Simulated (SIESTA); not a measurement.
HPbNO4:

```
H Pb N O
1.0
     4.12040   -0.00081   -0.01120
     0.00404    6.42722    0.05360
     0.02791    3.20707    7.74994
H Pb N O
2 2 2 8
Direct
  0.90366 0.21821 0.48851
  0.40337 0.78177 0.51142
  0.39455 0.30863 0.70725
  0.89489 0.69135 0.29266
  0.63409 0.19990 0.20730
  0.13386 0.80012 0.79275
  0.90829 0.32866 0.54369
  0.53792 0.39076 0.19497
  0.53483 0.11279 0.10602
  0.83718 0.08887 0.32672
  0.40817 0.67132 0.45624
  0.03774 0.60924 0.80520
  0.03429 0.88737 0.89397
  0.33716 0.91101 0.67330
```

The cell was built by a generator and needn't be a form met in nature.

Base run:

```yaml
Program: SIESTA 5.4.2
Functional: BLYP
Potentials_or_basis: PseudoDojo 0.4 standard (PBE files)
Basis: DZP (energy shift 0.003 Ry; two zetas on semicore shells)
Grid_cutoff: 800 Ry
Energy_shift: 0.003 Ry
k_mesh: 7 × 5 × 4
Occupations: fermi-dirac, width 0.05 eV
Spin: no spin polarisation
```

Its results: band gap on the k mesh 3.24 eV, indirect (least direct gap 3.31 eV); pressure 6.0 GPa; largest force 2.257 eV/Å.

After a change of settings the same cell gave: band gap on the k mesh 3.25 eV, indirect (least direct gap 3.31 eV); pressure 2.8 GPa; largest force 1.387 eV/Å. Which change was it?
A. functional from BLYP to LDA; potentials or basis from PseudoDojo 0.4 standard (PBE files) to PseudoDojo 0.4 standard (LDA files)
B. functional from BLYP to PBE
C. functional from BLYP to RPBE
D. functional from BLYP to PBEsol; potentials or basis from PseudoDojo 0.4 standard (PBE files) to PseudoDojo 0.4 standard (PBEsol files)

B.

PBE binds more tightly than BLYP, so the same cell stands under less pressure.

Caveats: spin-orbit coupling is left out, which as a rule narrows the gap of such compounds by several tenths of an eV; the basis of atomic orbitals isn't converged, which shifts pressures, moduli and gaps; the potentials were made for another functional, which shifts forces and pressure (some runs); forces of over 1 eV/Å show positions far from the minimum, so gaps and moduli don't describe the material at rest (some runs).

Not every run made on this cell is shown here.
